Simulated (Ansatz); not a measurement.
**GaH (singlet): from Hartree-Fock to the top rungs, cc-pVQZ**

One table from this session's results is given with a row withheld; the runs are named, their logs left out.

Program: Ansatz 0.2.0, Gaussian basis. Level of theory: cc-pVQZ, core rule «outside noble gas», up to 14 orbitals frozen. These are calculated values, not measurements.

To be run: UHF; CCSD(T) on RHF; BCCD(T) on RHF; CCSDT(Q) on RHF; CASSCF and MRCISD+Q, 4 electrons in 5 orbitals; CASSCF and NEVPT2, 4 electrons in 5 orbitals; Full CI.

17 further runs of the same task are left out: 4 for a known fault of the program, 6 that didn't finish, 7 set aside as unsound or not needed. Runs told in other sessions of the task aren't counted.

## The system

The geometry is a PBE0/def2-TZVP stationary point (not a proven minimum) of the parent state, kept for this charge and spin. No spin-orbit coupling is included. The filled d shell of Ga may be among the frozen orbitals whatever the setting's name suggests.

2 atoms, charge 0, spin multiplicity 1.

Atoms are counted from 1 here; the program's logs count them from 0.

Bond lengths: Ga1–H2 1.607 Å.

The first run:

Input file in.yaml:

```yaml
crystal:
  periodic: [false, false, false]
  atoms:
    - {symbol: Ga, position_ang: [0.000000, 0.000000, 0.000000]}
    - {symbol: H, position_ang: [0.000000, 0.000000, 1.606800]}
basis:
  gaussian: {orbitals: cc-pVQZ}
magnetization: {spin_polarized: true, initial_magnetization: 0}
hamiltonian: {xc: hf}
output: {orbitals: {seedname: orbitals}}
```

The run is started by

```bash
ansatz run in.yaml --threads 1 --pin off --events-out ev --progress --plain --max-ram 2393MiB
```

Steps of the session up to this table: UHF; CCSD(T) on RHF; BCCD(T) on RHF; CCSDT(Q) on RHF; CASSCF and MRCISD+Q, 4 electrons in 5 orbitals; CASSCF and NEVPT2, 4 electrons in 5 orbitals; Full CI.

One of the session's tables, all rows but one given; the rest of the session is left out.

```
          method  from FCI (meV)
             RHF         +2232.6
            RMP2          +511.7
           RCCSD               ?
        RCCSD(T)            +9.3
         BCCD(T)            +9.3
          RCCSDT            +1.5
       RCCSDT(Q)            +0.3
  CASSCF valence         +1079.5
  NEVPT2 valence          +330.7
  MRCISD valence           +27.3
MRCISD+Q valence            +0.6
             FCI               0
```

**Question.** Estimate the row for RCCSD.

**Answer.** from FCI (meV): +46.6. In the column «from FCI (meV)» it lies between MRCISD valence (+27.3) and NEVPT2 valence (+330.7).
